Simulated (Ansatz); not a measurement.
**C₂H₆F₂Sn: a ladder of functionals and wavefunction methods**

Aim: compute C₂H₆F₂Sn with functionals from several rungs and with coupled cluster, and see how far each lands from CCSD(T) at the basis-set limit for the atomisation energy.

Computed with Ansatz 0.2.0, Gaussian basis. Level: functionals in def2-TZVPP, the program's frozen cores in correlated methods.

The runs, in order: PBE-D4, r2SCAN-D4, PBE0-D4, B3LYP-D4, ωB97X-V, ωB97M-V, B2PLYP; CCSD(T)/def2-TZVPP; MP2/def2-QZVPP; extrapolation to the limit.

### 1 The geometry

All runs share one geometry, relaxed beforehand with PBE0-D4 in a triple-zeta def2 set. Sn takes the def2 core potential; no spin-orbit term is included.

SMILES `FC[CH](F)[SnH3]`, 11 atoms, charge 0, spin multiplicity 1.

Atoms are counted from 1 here; the program's logs count them from 0.

Bond lengths: F1–C2 1.384 Å, C2–C3 1.494 Å, C2–H6 1.094 Å, C2–H7 1.096 Å, C3–F4 1.390 Å, C3–Sn5 2.185 Å, C3–H8 1.095 Å, Sn5–H9 1.701 Å, Sn5–H10 1.708 Å, Sn5–H11 1.705 Å. Angles: F1–C2–C3 111.3°, F1–C2–H6 107.7°, F1–C2–H7 107.8°, C3–C2–H6 110.8°, C3–C2–H7 109.8°, H6–C2–H7 109.4°, C2–C3–F4 110.1°, C2–C3–Sn5 112.2°, C2–C3–H8 109.8°, F4–C3–Sn5 108.2°, F4–C3–H8 107.4°, Sn5–C3–H8 109.1°, C3–Sn5–H9 107.7°, C3–Sn5–H10 109.0°, C3–Sn5–H11 108.8°, H9–Sn5–H10 110.5°, H9–Sn5–H11 110.8°, H10–Sn5–H11 109.9°.

### 2 PBE-D4 (GGA)

Contents of in.yaml:

```yaml
crystal:
  periodic: [false, false, false]
  atoms:
    - {symbol: F, position_ang: [-0.412642, -1.917705, 1.845175]}
    - {symbol: C, position_ang: [-0.093974, -0.687487, 1.297905]}
    - {symbol: C, position_ang: [-0.070031, -0.747918, -0.194368]}
    - {symbol: F, position_ang: [1.000639, -1.522285, -0.624254]}
    - {symbol: Sn, position_ang: [0.115435, 1.232870, -1.096925]}
    - {symbol: H, position_ang: [0.883614, -0.392199, 1.691083]}
    - {symbol: H, position_ang: [-0.851830, 0.032280, 1.627993]}
    - {symbol: H, position_ang: [-0.985562, -1.223409, -0.560741]}
    - {symbol: H, position_ang: [0.383326, 1.017817, -2.762871]}
    - {symbol: H, position_ang: [-1.329760, 2.103091, -0.830282]}
    - {symbol: H, position_ang: [1.426184, 2.047944, -0.372214]}
basis:
  gaussian: {orbitals: def2-TZVPP}
hamiltonian: {xc: pbe, dispersion: d4}
output: {forces: true, orbitals: {seedname: orbitals}}
```

Command:

```bash
ansatz run in.yaml --threads 4 --pin off --events-out ev --progress --plain --max-ram 10444MiB
```

Log (excerpt; [...] marks lines left out):

```text
Functional definition: PBE
  name "PBE"
  cite "Perdew, Burke & Ernzerhof, Phys. Rev. Lett. 77, 3865 (1996) doi:10.1103/PhysRevLett.77.3865"
  parent pbe
[...]
1414 factors; their error is unknown
[...]
mean field -13430.87435790 eV, -493.5755288792 hartree, gradient 3.4e-5 eV, S^2 0.000000; 0 other end points of the search recorded, 0 dependent functions left out
[...]
reference -13430.87440943 eV, -493.5755307727 hartree; 29, 29 occupied and 229, 229 virtual orbitals, 1414 factors
Total energy: -13431.08400827 eV, -493.5832333883 hartree
Atom 0 at    -0.412642    -1.917705     1.845175 Å, force    -0.160097    -0.642776     0.295766 eV/Å
Atom 1 at    -0.093974    -0.687487     1.297905 Å, force     0.056946     0.372626    -0.156717 eV/Å
Atom 2 at    -0.070031    -0.747918    -0.194368 Å, force    -0.232964     0.141597     0.127129 eV/Å
Atom 3 at     1.000639    -1.522285    -0.624254 Å, force     0.494741    -0.362278    -0.225147 eV/Å
Atom 4 at     0.115435     1.232870    -1.096925 Å, force    -0.021572     0.111351    -0.023939 eV/Å
Atom 5 at     0.883614    -0.392199     1.691083 Å, force     0.223890     0.095453     0.085389 eV/Å
Atom 6 at    -0.851830     0.032280     1.627993 Å, force    -0.160644     0.196018     0.074998 eV/Å
Atom 7 at    -0.985562    -1.223409    -0.560741 Å, force    -0.220383    -0.077038    -0.091948 eV/Å
Atom 8 at     0.383326     1.017817    -2.762871 Å, force     0.030197    -0.020213    -0.167386 eV/Å
Atom 9 at    -1.329760     2.103091    -0.830282 Å, force    -0.143279     0.101341     0.016420 eV/Å
Atom 10 at     1.426184     2.047944    -0.372214 Å, force     0.133165     0.083919     0.065435 eV/Å
Dipole moment:    -0.155106     0.424154    -0.061780 e Å
```

It took 2.7 s on 4 threads of Arm Neoverse V1, shared host; peak memory 0.33 GiB.

Atomisation energy: 3691.5 kJ/mol (free atoms -13392.825 eV, run apart). HOMO -6.85 eV, LUMO -0.82 eV.

### 3 r2SCAN-D4 (meta-GGA)

Changes to in.yaml since step 2:

```diff
@@ -16,3 +16,3 @@
   gaussian: {orbitals: def2-TZVPP}
-hamiltonian: {xc: pbe, dispersion: d4}
+hamiltonian: {xc: r2scan, dispersion: d4}
 output: {forces: true, orbitals: {seedname: orbitals}}
```

Same command.

Log (excerpt; [...] marks lines left out):

```text
Functional definition: r2SCAN
  name "r2SCAN"
  cite "Furness, Kaplan, Ning, Perdew & Sun, J. Phys. Chem. Lett. 11, 8208 (2020) doi:10.1021/acs.jpclett.0c02405"
  cite "Furness, Kaplan, Ning, Perdew & Sun, J. Phys. Chem. Lett. 11, 9248 (2020) doi:10.1021/acs.jpclett.0c03077"
  parent r2scan
[...]
1414 factors; their error is unknown
[...]
mean field -13437.78376707 eV, -493.8294449829 hartree, gradient 5.3e-5 eV, S^2 0.000000; 0 other end points of the search recorded, 0 dependent functions left out
[...]
reference -13437.78378226 eV, -493.8294455410 hartree; 29, 29 occupied and 229, 229 virtual orbitals, 1414 factors
Total energy: -13437.83508212 eV, -493.8313307760 hartree
Atom 0 at    -0.412642    -1.917705     1.845175 Å, force    -0.075137    -0.351708     0.129821 eV/Å
Atom 1 at    -0.093974    -0.687487     1.297905 Å, force     0.094763     0.365522    -0.079462 eV/Å
Atom 2 at    -0.070031    -0.747918    -0.194368 Å, force    -0.286296     0.108776     0.076838 eV/Å
Atom 3 at     1.000639    -1.522285    -0.624254 Å, force     0.270531    -0.202685    -0.096720 eV/Å
Atom 4 at     0.115435     1.232870    -1.096925 Å, force     0.003247     0.090839    -0.027133 eV/Å
Atom 5 at     0.883614    -0.392199     1.691083 Å, force     0.006243    -0.001102     0.001711 eV/Å
Atom 6 at    -0.851830     0.032280     1.627993 Å, force    -0.008419     0.011376     0.002394 eV/Å
Atom 7 at    -0.985562    -1.223409    -0.560741 Å, force    -0.008630    -0.011592    -0.010146 eV/Å
Atom 8 at     0.383326     1.017817    -2.762871 Å, force     0.000045    -0.000090     0.019745 eV/Å
Atom 9 at    -1.329760     2.103091    -0.830282 Å, force     0.012398    -0.001106    -0.007530 eV/Å
Atom 10 at     1.426184     2.047944    -0.372214 Å, force    -0.008746    -0.008231    -0.009516 eV/Å
Dipole moment:    -0.162428     0.452397    -0.067535 e Å
```

Wall time 5.5 s (4 threads of Arm Neoverse V1, shared host); peak memory 0.36 GiB.

With the free atoms at this level, -13400.283 eV in sum, the atomisation energy is 3623.2 kJ/mol. HOMO -7.14 eV, LUMO -0.43 eV.

### 4 PBE0-D4 (hybrid)

Changes to in.yaml since step 3:

```diff
@@ -16,3 +16,3 @@
   gaussian: {orbitals: def2-TZVPP}
-hamiltonian: {xc: r2scan, dispersion: d4}
-output: {forces: true, orbitals: {seedname: orbitals}}
+hamiltonian: {xc: pbe0, dispersion: d4}
+output: {orbitals: {seedname: orbitals}}
```

Same command.

Log:

```text
Functional definition: PBE0
  name "PBE0"
  cite "Adamo & Barone, J. Chem. Phys. 110, 6158 (1999) doi:10.1063/1.478522"
  cite "Perdew, Burke & Ernzerhof, Phys. Rev. Lett. 77, 3865 (1996) doi:10.1103/PhysRevLett.77.3865"
  parent pbe
  parameter a = 0.25
  parameter kappa = 0.804
  parameter beta = 0.06672455060314922
  exchange = (1 - a)*pbe_x(kappa = kappa, mu = beta*pi^2/3) + a*exact_x
  correlation = pbe_c(beta = beta)
1487 factors; their error is unknown
mean field evaluation 1: about -13427.8033 eV, gradient 4.2e1 eV
mean field evaluation 2: about -13426.4267 eV, gradient 4.8e1 eV
mean field evaluation 4: about -13431.3880 eV, gradient 1.7e0 eV
mean field evaluation 8: about -13431.4774 eV, gradient 6.3e-2 eV
mean field evaluation 16: about -13431.4774 eV, gradient 7.3e-5 eV
mean field -13431.47737421 eV, -493.5976893200 hartree, gradient 7.3e-5 eV, S^2 0.000000; 0 other end points of the search recorded, 0 dependent functions left out
reference -13431.47741117 eV, -493.5976906783 hartree; 29, 29 occupied and 229, 229 virtual orbitals, 1487 factors
Total energy: -13431.65457317 eV, -493.6042012617 hartree
```

It took 3.1 s on 4 threads of Arm Neoverse V1, shared host; peak memory 0.67 GiB.

With the free atoms at this level, -13394.206 eV in sum, the atomisation energy is 3613.2 kJ/mol. HOMO -8.21 eV, LUMO -0.07 eV.

### 5 B3LYP-D4 (hybrid)

B3LYP here takes the VWN-RPA correlation.

Changes to in.yaml since step 4:

```diff
@@ -16,3 +16,3 @@
   gaussian: {orbitals: def2-TZVPP}
-hamiltonian: {xc: pbe0, dispersion: d4}
-output: {orbitals: {seedname: orbitals}}
+hamiltonian: {xc: {name: B3LYP}, dispersion: d4}
+output: {forces: true, orbitals: {seedname: orbitals}}
```

Same command.

Log (excerpt; [...] marks lines left out):

```text
Functional definition: B3LYP
  name "B3LYP"
  cite "Stephens, Devlin, Chabalowski & Frisch, J. Phys. Chem. 98, 11623 (1994) doi:10.1021/j100096a001"
  cite "Becke, Phys. Rev. A 38, 3098 (1988) doi:10.1103/PhysRevA.38.3098"
  cite "Lee, Yang & Parr, Phys. Rev. B 37, 785 (1988) doi:10.1103/PhysRevB.37.785"
  cite "Vosko, Wilk & Nusair, Can. J. Phys. 58, 1200 (1980) doi:10.1139/p80-159"
[...]
1458 factors; their error is unknown
[...]
mean field -13441.35975937 eV, -493.9608602758 hartree, gradient 2.1e-5 eV, S^2 0.000000; 0 other end points of the search recorded, 0 dependent functions left out
[...]
reference -13441.36005276 eV, -493.9608710580 hartree; 29, 29 occupied and 229, 229 virtual orbitals, 1458 factors
Total energy: -13441.69820011 eV, -493.9732977438 hartree
Atom 0 at    -0.412642    -1.917705     1.845175 Å, force    -0.094061    -0.366392     0.179189 eV/Å
Atom 1 at    -0.093974    -0.687487     1.297905 Å, force     0.100546     0.413398     0.020155 eV/Å
Atom 2 at    -0.070031    -0.747918    -0.194368 Å, force    -0.396629     0.017860     0.042603 eV/Å
Atom 3 at     1.000639    -1.522285    -0.624254 Å, force     0.315670    -0.238192    -0.133342 eV/Å
Atom 4 at     0.115435     1.232870    -1.096925 Å, force     0.013768     0.153021    -0.089458 eV/Å
Atom 5 at     0.883614    -0.392199     1.691083 Å, force    -0.067395    -0.017163    -0.011309 eV/Å
Atom 6 at    -0.851830     0.032280     1.627993 Å, force     0.051168    -0.049731    -0.001418 eV/Å
Atom 7 at    -0.985562    -1.223409    -0.560741 Å, force     0.070285     0.028723     0.021910 eV/Å
Atom 8 at     0.383326     1.017817    -2.762871 Å, force     0.009995    -0.002374    -0.056093 eV/Å
Atom 9 at    -1.329760     2.103091    -0.830282 Å, force    -0.047005     0.031934     0.006600 eV/Å
Atom 10 at     1.426184     2.047944    -0.372214 Å, force     0.043659     0.028917     0.021161 eV/Å
Dipole moment:    -0.169671     0.477496    -0.071804 e Å
```

Wall time 5.5 s (4 threads of Arm Neoverse V1, shared host); peak memory 0.75 GiB.

Atomisation energy: 3606.5 kJ/mol (free atoms -13404.319 eV, run apart). HOMO -8.01 eV, LUMO -0.33 eV.

### 6 ωB97X-V (range-separated)

Changes to in.yaml since step 5:

```diff
@@ -16,3 +16,3 @@
   gaussian: {orbitals: def2-TZVPP}
-hamiltonian: {xc: {name: B3LYP}, dispersion: d4}
-output: {forces: true, orbitals: {seedname: orbitals}}
+hamiltonian: {xc: {name: wB97X-V}}
+output: {orbitals: {seedname: orbitals}}
```

Same command.

Log (excerpt; [...] marks lines left out):

```text
Functional definition: wB97X-V
  name "wB97X-V"
  cite "Mardirossian & Head-Gordon, Phys. Chem. Chem. Phys. 16, 9904 (2014) doi:10.1039/C3CP54374A"
  cite "Becke, J. Chem. Phys. 107, 8554 (1997) doi:10.1063/1.475007"
  cite "Vydrov & Van Voorhis, J. Chem. Phys. 133, 244103 (2010) doi:10.1063/1.3521275"
[...]
      + integral(e_c_pw_opposite_spin*poly(b97_u_opposite, cos0, cos1)) + vv10(b, c)
1458 factors; their error is unknown
342 factors; integrals over basis functions are off by at most 8.1e-6 eV
[...]
mean field -13436.33808557 eV, -493.7763171678 hartree, gradient 4.0e-5 eV, S^2 0.000000; 0 other end points of the search recorded, 0 dependent functions left out
reference -13436.33808314 eV, -493.7763170785 hartree; 29, 29 occupied and 229, 229 virtual orbitals, 1458 factors
Total energy: -13436.33808314 eV, -493.7763170785 hartree
```

Run time: 8 s. Hardware: 4 threads of Arm Neoverse V1, shared host; peak memory 0.83 GiB.

Atomisation energy: 3642.5 kJ/mol (free atoms -13398.586 eV, run apart). HOMO -10.52 eV, LUMO 1.67 eV.

### 7 ωB97M-V (range-separated)

Changes to in.yaml since step 6:

```diff
@@ -16,3 +16,3 @@
   gaussian: {orbitals: def2-TZVPP}
-hamiltonian: {xc: {name: wB97X-V}}
-output: {orbitals: {seedname: orbitals}}
+hamiltonian: {xc: {name: wB97M-V}}
+output: {forces: true, orbitals: {seedname: orbitals}}
```

Same command.

Log (excerpt; [...] marks lines left out):

```text
Functional definition: wB97M-V
  name "wB97M-V"
  cite "Mardirossian & Head-Gordon, J. Chem. Phys. 144, 214110 (2016) doi:10.1063/1.4952647"
  cite "Becke, J. Chem. Phys. 107, 8554 (1997) doi:10.1063/1.475007"
  cite "Vydrov & Van Voorhis, J. Chem. Phys. 133, 244103 (2010) doi:10.1063/1.3521275"
  # Of w^i u^j: cxij and so on, Table III.
[...]
  gx(w, u) = 1 - cx + cx01*u + cx10*w
  gss(w, u) = css00 + css04*u^4 + css10*w + css20*w^2 + css43*w^4*u^3
  gos(w, u) = cos00 + cos10*w + (cos20 + cos21*u)*w^2 + (cos60 + cos61*u)*w^6
[...]
      + integral(e_c_pw_mod_opposite_spin*gos(b97_w_opposite, b97_u_opposite)) + vv10(b, c)
1458 factors; their error is unknown
342 factors; integrals over basis functions are off by at most 8.1e-6 eV
[...]
Atom 1 at    -0.093974    -0.687487     1.297905 Å, force     0.073966     0.283521     0.075398 eV/Å
Atom 2 at    -0.070031    -0.747918    -0.194368 Å, force    -0.318681     0.250212    -0.119617 eV/Å
Atom 3 at     1.000639    -1.522285    -0.624254 Å, force     0.225222    -0.148977    -0.068426 eV/Å
Atom 4 at     0.115435     1.232870    -1.096925 Å, force     0.012757    -0.007497    -0.008716 eV/Å
Atom 5 at     0.883614    -0.392199     1.691083 Å, force    -0.078953    -0.023935    -0.041471 eV/Å
Atom 6 at    -0.851830     0.032280     1.627993 Å, force     0.064076    -0.056655    -0.027166 eV/Å
Atom 7 at    -0.985562    -1.223409    -0.560741 Å, force     0.080676     0.018589     0.058680 eV/Å
Atom 8 at     0.383326     1.017817    -2.762871 Å, force    -0.017924     0.013185     0.119354 eV/Å
Atom 9 at    -1.329760     2.103091    -0.830282 Å, force     0.098726    -0.065138    -0.013856 eV/Å
Atom 10 at     1.426184     2.047944    -0.372214 Å, force    -0.087325    -0.059276    -0.044580 eV/Å
Dipole moment:    -0.168644     0.489424    -0.078547 e Å
```

Wall time 12 s (4 threads of Arm Neoverse V1, shared host); peak memory 0.96 GiB.

With the free atoms at this level, -13397.643 eV in sum, the atomisation energy is 3625.0 kJ/mol. HOMO -10.41 eV, LUMO 1.28 eV.

### 8 B2PLYP (double hybrid)

Changes to in.yaml since step 7:

```diff
@@ -16,3 +16,2 @@
   gaussian: {orbitals: def2-TZVPP}
-hamiltonian: {xc: {name: wB97M-V}}
-output: {forces: true, orbitals: {seedname: orbitals}}
+hamiltonian: {xc: {name: B2PLYP}}
```

The command is unchanged.

Log (excerpt; [...] marks lines left out):

```text
Functional definition: B2PLYP
  name "B2PLYP"
  cite "Grimme, J. Chem. Phys. 124, 034108 (2006) doi:10.1063/1.2148954"
  cite "Becke, Phys. Rev. A 38, 3098 (1988) doi:10.1103/PhysRevA.38.3098"
  cite "Lee, Yang & Parr, Phys. Rev. B 37, 785 (1988) doi:10.1103/PhysRevB.37.785"
[...]
1723 factors; integrals over basis functions are off by at most 1.2e-3 eV
[...]
mean field -13418.16780963 eV, -493.1085718430 hartree, gradient 3.8e-6 eV, S^2 0.000000; 0 other end points of the search recorded, 0 dependent functions left out
8 core orbitals not correlated: weight in the atoms' cores, before any rotation towards them, 1.000 or more for the frozen orbitals, at most 0.000 for the correlated occupied ones
reference -13418.16799118 eV, -493.1085785150 hartree; 21, 21 occupied and 229, 229 virtual orbitals, 1723 factors
second order -38.14607105 eV of doubles, -0.00000000 eV of singles
Total energy: -13428.46743036 eV, -493.4870759237 hartree
```

Run time: 6.5 s. Hardware: 4 threads of Arm Neoverse V1, shared host; peak memory 0.75 GiB.

Atomisation energy: 3567.1 kJ/mol (free atoms -13391.497 eV, run apart).

### 9 Orbital energies across the functionals

Dipoles come from the runs that computed forces. Levels are read from the orbital files that the runs wrote:

```csv
functional,HOMO (eV),LUMO (eV),gap (eV),dipole (D)
PBE-D4,-6.85,-0.82,6.03,2.19
r2SCAN-D4,-7.14,-0.43,6.71,2.33
PBE0-D4,-8.21,-0.07,8.14,
B3LYP-D4,-8.01,-0.33,7.68,2.46
ωB97X-V,-10.52,1.67,12.19,
ωB97M-V,-10.41,1.28,11.70,2.51
```

### 10 CCSD(T) in def2-TZVPP

Changes to in.yaml since step 8:

```diff
@@ -16,2 +16,2 @@
   gaussian: {orbitals: def2-TZVPP}
-hamiltonian: {xc: {name: B2PLYP}}
+correlation: {method: ccsd_t}
```

Launched as before.

Log (excerpt; [...] marks lines left out):

```text
Functional definition: HF
  name "HF"
  cite "Fock, Z. Phys. 61, 126 (1930) doi:10.1007/BF01340294"
  parent pbe
[...]
1723 factors; integrals over basis functions are off by at most 1.2e-3 eV
[...]
mean field -13375.09676711 eV, -491.5257402249 hartree, gradient 1.0e-6 eV, S^2 0.000000; 0 other end points of the search recorded, 0 dependent functions left out
8 core orbitals not correlated: weight in the atoms' cores, before any rotation towards them, 1.000 or more for the frozen orbitals, at most 0.000 for the correlated occupied ones
reference -13375.09676711 eV, -491.5257402249 hartree; 21, 21 occupied and 229, 229 virtual orbitals, 1723 factors
second order -31.97779223 eV of doubles, -0.00000000 eV of singles
cycle   1  -31.86287363 eV  change    1.1e-1 eV  update   1.2e-1
[...]
cycle   9  -32.74633832 eV  change   -5.5e-6 eV  update   3.2e-5
perturbative correction -1.04455876 eV, -0.0383868263 hartree
Total energy: -13408.88766418 eV, -492.7675327883 hartree
```

Run time: 5.4 min. Hardware: 4 threads of Arm Neoverse V1, shared host; peak memory 7 GiB.

### 11 MP2 in def2-QZVPP

Changes to in.yaml since step 10:

```diff
@@ -15,3 +15,3 @@
 basis:
-  gaussian: {orbitals: def2-TZVPP}
-correlation: {method: ccsd_t}
+  gaussian: {orbitals: "def2-QZVPP.json"}
+correlation: {method: mp2}
```

Launched as before.

Log:

```text
Functional definition: HF
  name "HF"
  cite "Fock, Z. Phys. 61, 126 (1930) doi:10.1007/BF01340294"
  parent pbe
  exchange = exact_x
  correlation = 0
2989 factors; integrals over basis functions are off by at most 1.1e-3 eV
mean field evaluation 1: about -13372.5286 eV, gradient 3.3e1 eV
mean field evaluation 2: about -13372.6515 eV, gradient 3.3e1 eV
mean field evaluation 4: about -13375.4237 eV, gradient 4.2e0 eV
mean field evaluation 8: about -13375.4793 eV, gradient 2.9e-1 eV
mean field -13375.47957758 eV, -491.5398082503 hartree, gradient 2.0e-6 eV, S^2 0.000000; 0 other end points of the search recorded, 0 dependent functions left out
8 core orbitals not correlated: weight in the atoms' cores, before any rotation towards them, 1.000 or more for the frozen orbitals, at most 0.000 for the correlated occupied ones
reference -13375.47957758 eV, -491.5398082503 hartree; 21, 21 occupied and 461, 461 virtual orbitals, 2989 factors
second order -39.67304830 eV of doubles, -0.00000000 eV of singles
Total energy: -13415.15262587 eV, -492.9977658839 hartree
```

Wall time 24 s (4 threads of Arm Neoverse V1, shared host); peak memory 3.2 GiB.

Energy pieces by basis (eV):

```csv
basis,HF,MP2 correlation,CCSD correlation,(T),total
def2-TZVPP,-13375.0968,-31.9778,-32.7463,-1.0446,-13408.8877
def2-QZVPP,-13375.4796,-39.6730,,,-13415.1526 (MP2)
```

The report of the def2-TZVPP run gives T1 = 0.0126.

### 12 Extrapolating to the complete basis

This step is arithmetic on the last runs, with X = 3 and 4: exp(−7.88√X) for Hartree-Fock, X^−2.97 for correlation; only MP2 was run in the larger set, so CCSD(T) minus MP2 is added from the smaller one.

| level | energy at the limit (eV) |
| --- | --- |
| HF | -13375.5323 |
| MP2 | -13420.9055 |
| CCSD | -13421.6741 |
| CCSD(T) | -13422.7186 |

This is no true limit for total energies: MP2 correlation changes by a factor of 1.24 from triple to quadruple zeta (about 1.07 in light molecules), because outer-core shells are correlated in sets not made for them. Much of that cancels between molecule and atoms or ions.

### 13 Atomisation energies

Atomisation energy = energies of 2 F, 2 C, 1 Sn, 6 H (separate runs, same level) minus the molecule's; electronic only, no spin-orbit term.

Differences are taken before rounding.

```csv
method,rung,"atoms, summed (eV)",atomisation energy (kJ/mol),from CCSD(T)/CBS (kJ/mol),time
PBE-D4,GGA,-13392.825,3691.5,+58.6,2.7 s
r2SCAN-D4,meta-GGA,-13400.283,3623.2,-9.6,5.5 s
PBE0-D4,hybrid,-13394.206,3613.2,-19.7,3.1 s
B3LYP-D4,hybrid,-13404.319,3606.5,-26.3,5.5 s
ωB97X-V,range-separated,-13398.586,3642.5,+9.7,8 s
ωB97M-V,range-separated,-13397.643,3625.0,-7.8,12 s
B2PLYP,double hybrid,-13391.497,3567.1,-65.8,6.5 s
HF/def2-TZVPP,wavefunction,-13348.473,2568.8,-1064.1,
MP2/def2-TZVPP,wavefunction,-13370.036,3573.7,-59.2,
CCSD/def2-TZVPP,wavefunction,-13371.719,3485.5,-147.4,
CCSD(T)/def2-TZVPP,wavefunction,-13372.179,3541.8,-91.0,5.4 min
MP2/CBS,wavefunction,-13382.923,3664.7,+31.8,
CCSD(T)/CBS,wavefunction,-13385.066,3632.9,0,5.8 min
```

Among the levels timed on like hardware and quicker than the yardstick, those that no quicker one beats, quickest first: PBE-D4 (2.7 s, +58.6 kJ/mol); PBE0-D4 (3.1 s, -19.7 kJ/mol); r2SCAN-D4 (5.5 s, -9.6 kJ/mol); ωB97M-V (12 s, -7.8 kJ/mol).

B2PLYP carry no dispersion term (for B3LYP, D4 adds 32.6 kJ/mol).

Times are those of the molecule's run; HF, MP2 and CCSD come out of the CCSD(T) runs, and the limit's time is the sum of the runs that it needs.

### 14 Summary of results

| quantity | value |
| --- | --- |
| atomisation energy, CCSD(T)/CBS | 3632.9 kJ/mol |
| functionals within 36.3 kJ/mol (1.0 %) | r2SCAN-D4, PBE0-D4, B3LYP-D4, ωB97X-V, ωB97M-V |
| farthest | B2PLYP (-65.8 kJ/mol) |
| mean size of error, hybrid | 23.0 kJ/mol |
| mean size of error, range-separated | 8.7 kJ/mol |
| gap, smallest and largest | 6.03 eV (PBE-D4), 12.19 eV (ωB97X-V) |
| T1 diagnostic | 0.0126 |
| triples share of the correlation energy | 3.1 % |

What this shows: PBE-D4 is off by +58.6 kJ/mol. Double hybrids carry the basis error of their MP2 part in triple zeta, and no dispersion term here, so their miss is partly the set-up's. Misses under about 36.3 kJ/mol are within the doubt on the reference itself, which lacks core-valence correlation, spin-orbit coupling and higher excitations, and its outer-core shells are covered unevenly. All levels share the lack of spin-orbit coupling, which lowers the free heavy atoms and so the true binding. Hartree-Fock recovers 71 % of the binding; the rest is correlation. The gap grows from 6.0 to 12.2 eV across the functionals, mostly with the share of exact exchange. Correlated methods include outer-core shells of Sn, which these sets cover unevenly.

For cost: ωB97M-V gets within 7.8 kJ/mol in 12 s, where CCSD(T)/CBS took 5.8 min; the quickest level in the cost chart, PBE-D4, takes 2.7 s and misses by 58.6 kJ/mol.
